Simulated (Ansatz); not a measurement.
**Molybdenum, beta-Sn type under LDA: ground state and equation of state**

The plan for molybdenum in the beta-Sn type structure: relax it, solve it on a dense k-mesh, switch on spin-orbit coupling, then scale the cell to 7 volumes from 88 to 112 % of the relaxed one and try a fit of the equation of state. The k-meshes are 13×13×9 for the relaxation; 23×23×12 for the dense run; 14×14×7 for spin-orbit coupling; 16×16×8 for the volumes.

Method: DFT LDA (PW92), plane waves (420 eV) with PAW, scalar-relativistic; the PAW data stem from PBE, with regenerated cores, in Ansatz 0.2.0.

## Step 1: The system as given

It takes space group I4_1/amd (No. 141, tetragonal). Conventional cell: a = 4.931 Å, b = 4.931 Å, c = 2.692 Å, α = 90.00°, β = 90.00°, γ = 90.00°. Mo (site symmetry -4m2) has 6 Mo at 2.56 to 2.69 Å as nearest neighbours.

Coordinates:

```
CELL_PARAMETERS angstrom
-2.46557 2.46557 1.34620
2.46557 -2.46557 1.34620
2.46557 2.46557 -1.34620
ATOMIC_POSITIONS crystal
Mo 0.00000 0.00000 0.00000
Mo 0.75000 0.25000 0.50000
```

## Step 2: Relaxation of the cell

input.yaml reads:

```yaml
crystal:
  lattice:
    - [-2.4655682571, 2.4655682571, 1.3462002684]
    - [2.4655682571, -2.4655682571, 1.3462002684]
    - [2.4655682571, 2.4655682571, -1.3462002684]
  atoms:
    - { symbol: Mo, position: [0.0, 0.0, 0.0] }
    - { symbol: Mo, position: [0.75, 0.25, 0.5] }
hamiltonian:
  xc: lda
  pseudopotentials:
    kind: paw
    azcp:
      Mo: "pseudopotentials/Mo.paw.azcp"
basis:
  ecutwfc: 420
  fft_grid_basis: typed
kpoints:
  mp_grid: { grid: [13, 13, 9], shift: [0, 0, 0] }
magnetization:
  spin_polarized: false
scf:
  occupations: { method: fermi_dirac, width: 0.1 }
relax:
  max_steps: 60
  f_tol: 0.01
  cell: {}
```

After this run come: Dense single point; A two-component run at the same geometry; The cell scaled to 88 % of its volume; The cell scaled to 92 % of its volume; The cell scaled to 96 % of its volume; The cell scaled to 100 % of its volume; The cell scaled to 104 % of its volume; The cell scaled to 108 % of its volume; The cell scaled to 112 % of its volume.

Q: Predict the outcome of this session. Wanted: space group; conventional cell; volume; shortest distance; gap on the mesh; relative to bcc; V₀, B₀, B₀′.

As calculated:

| quantity | value |
| --- | --- |
| space group (spins left aside) | Fddd (No. 70) |
| conventional cell | a = 2.607 Å, b = 5.340 Å, c = 8.798 Å |
| volume | 15.310 Å³/atom |
| shortest distance | 2.607 Å |
| gap on the mesh | none (levels filled in part) |
| relative to bcc | +237 meV/atom |
| V₀, B₀, B₀′ | 15.301 Å³/atom, 274 GPa, 4.1 |

What this shows: The relaxation shrank the cell by 6.5 % in volume. What began as beta-Sn type has relaxed into Fddd. What follows belongs to that structure, not to the type named at the start. The mesh has less symmetry than the lattice, which may have let the distortion in. Against the reference form of molybdenum (bcc, computed apart with the same settings) it stands 237 meV/atom higher, so it is far from stable. Levels at the Fermi energy are filled in part, as in a metal. The total energy of the spin-orbit run lies -1.1 eV/atom from the scalar one, but the two kinds of run don't share a zero of energy: only differences within one kind count. B₀ comes out at 274 GPa; letting shape and positions relax at each volume could only lower it.
